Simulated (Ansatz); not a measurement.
# SrTlI3: the cost of one run

Method: reference: DFT, HSE06, plane waves, PAW, in Ansatz 0.2.0.

3 further runs of the same task are left out: 1 for a known fault of the program, 2 that didn't finish.

**1. The system as given**

Symmetry: Pm-3m, No. 221, cubic system. The conventional cell has a = 6.361 Å, b = 6.361 Å, c = 6.361 Å, α = 90.00°, β = 90.00°, γ = 90.00°. Tl (site symmetry m-3m) has 12 I at 4.50 Å as nearest neighbours. Sr (site symmetry m-3m) is surrounded by 6 I at 3.18 Å. Around I (site symmetry 4/mmm) lie 2 Sr at 3.18 Å and 4 Tl at 4.50 Å.

Coordinates:

```
CELL_PARAMETERS angstrom
6.36064 0.00000 0.00000
0.00000 6.36064 0.00000
0.00000 0.00000 6.36064
ATOMIC_POSITIONS crystal
Tl 0.00000 0.00000 0.00000
Sr 0.50000 0.50000 0.50000
I 0.50000 0.50000 0.00000
I 0.50000 0.00000 0.50000
I 0.00000 0.50000 0.50000
```

**2. Reference**

Contents of input.yaml:

```yaml
crystal:
  lattice:
    - [6.3606449253, 0.0, 0.0]
    - [0.0, 6.3606449253, 0.0]
    - [0.0, 0.0, 6.3606449253]
  atoms:
    - { symbol: Tl, position: [0.0, 0.0, 0.0] }
    - { symbol: Sr, position: [0.5, 0.5, 0.5] }
    - { symbol: I, position: [0.5, 0.5, 0.0] }
    - { symbol: I, position: [0.5, 0.0, 0.5] }
    - { symbol: I, position: [0.0, 0.5, 0.5] }
kpoints:
  mp_grid: { grid: [2, 2, 2] }
hamiltonian:
  xc: hse06
scf:
  occupations: { method: fixed }
  n_extra_bands: 5
output:
  forces: true
  stress: true
  eigenvalues: true
  write_density: true
  write_potential: true
  elf: true
  volumetric_format: npy
```

Run with:

```bash
> ansatz run input.yaml --threads 4 --pin off --max-ram 4608MiB --backend cpu --events-out ev --progress --plain --runs-dir out
```

Q: Estimate wall time and peak memory on 4 threads of Arm Neoverse N1, shared host.

About 31 s, with a peak of 1.7 GiB.
